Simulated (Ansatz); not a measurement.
# GeH4O2S2: how energies converge with the basis set

The task here is to estimate one member of a computed series from the others.

The runs use Ansatz 0.2.0, Gaussian basis; one geometry, several basis sets.

Plan: PBE0-D4/def2-SVP; ωB97M-V/def2-SVP; PBE0-D4/def2-QZVPP; ωB97M-V/def2-QZVPP; the functionals' def2-TZVPP values are taken from earlier runs.

## Structure used throughout

The geometry comes from an earlier relaxation with PBE0-D4 in a triple-zeta def2 set; it is a stationary point, not always the lowest conformer.

9 atoms, charge 0, spin multiplicity 1.

Atoms are counted from 1 here; the program's logs count them from 0.

Bond lengths: O1–Ge2 1.767 Å, O1–H6 0.961 Å, Ge2–O3 1.767 Å, Ge2–S4 2.202 Å, Ge2–S5 2.202 Å, O3–H7 0.961 Å, S4–H8 1.344 Å, S5–H9 1.344 Å. Angles: Ge2–O1–H6 111.9°, O1–Ge2–O3 111.7°, O1–Ge2–S4 101.0°, O1–Ge2–S5 113.5°, O3–Ge2–S4 113.6°, O3–Ge2–S5 101.0°, S4–Ge2–S5 116.5°, Ge2–O3–H7 111.9°, Ge2–S4–H8 92.2°, Ge2–S5–H9 92.2°.

Geometry (Å):

```xyz
9
charge 0, multiplicity 1
O    -0.2933    1.0609   -1.4622
Ge    0.0884    0.0412   -0.0709
O     1.8309   -0.1759    0.1230
S    -0.9751   -1.8115   -0.6030
S    -0.4390    0.9558    1.8610
H     0.0099    1.9648   -1.3390
H     2.2158   -0.6644   -0.6100
H    -0.6048   -2.4126    0.5406
H    -1.7443    0.9955    1.5435
```

Set-up of the first run:

File in.yaml:

```yaml
crystal:
  periodic: [false, false, false]
  atoms:
    - {symbol: O, position_ang: [-0.293278, 1.060866, -1.462213]}
    - {symbol: Ge, position_ang: [0.088419, 0.041220, -0.070932]}
    - {symbol: O, position_ang: [1.830874, -0.175858, 0.123033]}
    - {symbol: S, position_ang: [-0.975083, -1.811502, -0.603003]}
    - {symbol: S, position_ang: [-0.439020, 0.955788, 1.860963]}
    - {symbol: H, position_ang: [0.009890, 1.964782, -1.339045]}
    - {symbol: H, position_ang: [2.215836, -0.664412, -0.609960]}
    - {symbol: H, position_ang: [-0.604811, -2.412645, 0.540559]}
    - {symbol: H, position_ang: [-1.744328, 0.995460, 1.543499]}
basis:
  gaussian: {orbitals: def2-SVP}
hamiltonian: {xc: pbe0, dispersion: d4}
output: {orbitals: {seedname: orbitals}}
```

On the command line:

```sh
> ansatz run in.yaml --threads 4 --pin off --events-out ev --progress --plain --max-ram 10444MiB
```

Steps of the session up to this table: PBE0-D4 in def2-SVP; ωB97M-V in def2-SVP; PBE0-D4 in def2-QZVPP; ωB97M-V in def2-QZVPP.

One table of the session follows, with a row left open; its other results are not shown here.

It belongs to the step «Functionals by basis». 

```
functional       basis  HOMO (eV)
   PBE0-D4    def2-SVP      -7.52
   PBE0-D4  def2-TZVPP      -7.67
   PBE0-D4  def2-QZVPP          ?
   ωB97M-V    def2-SVP      -9.67
   ωB97M-V  def2-TZVPP      -9.86
   ωB97M-V  def2-QZVPP      -9.91
```

Estimate the missing values for PBE0-D4, def2-QZVPP.

The run gave: HOMO (eV): -7.72. In the column «HOMO (eV)» it lies between ωB97M-V, def2-SVP (-9.67) and PBE0-D4, def2-TZVPP (-7.67).
